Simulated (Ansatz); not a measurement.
Al3Au in Ansatz: the effect of strain

The system is Al3Au.

```
Au Al
1.0
    -1.94432    1.94432    4.05660
     1.94432   -1.94432    4.05660
     1.94432    1.94432   -4.05660
Au Al
1 3
Cartesian
  0.0000 0.0000 0.0000
  0.0000 0.0000 4.0566
  1.9443 0.0000 2.0283
  0.0000 1.9443 2.0283
```

The cell comes from a database or a generator and needn't be the stable form of this composition.

Alike in all runs:

| Quantity | Value |
| --- | --- |
| Program | Ansatz 0.2.0 |
| Task | single point |
| Functional | PBE |
| Potentials or basis | Ansatz PAW |
| Cutoff | 420 eV (not typed: the program's choice for these potentials) |
| k mesh | 8 × 8 × 8 |
| Occupations | fermi-dirac, width 0.05 eV |
| Spin | no spin polarisation |
| Kind of strain | biaxial |

```csv
strain,pressure (GPa)
-0.04,10.0
-0.02,4.6
-0.01,?
0,0.3
0.01,-1.5
0.02,-3.1
0.04,-5.6
```

Task: What does the run with strain -0.01 give?

Result: Pressure 2.4 GPa.

Worked out: A parabola through the other rows of the pressure, of slope -218 GPa per unit of strain there, gives 2.4 GPa, against the run's 2.4.
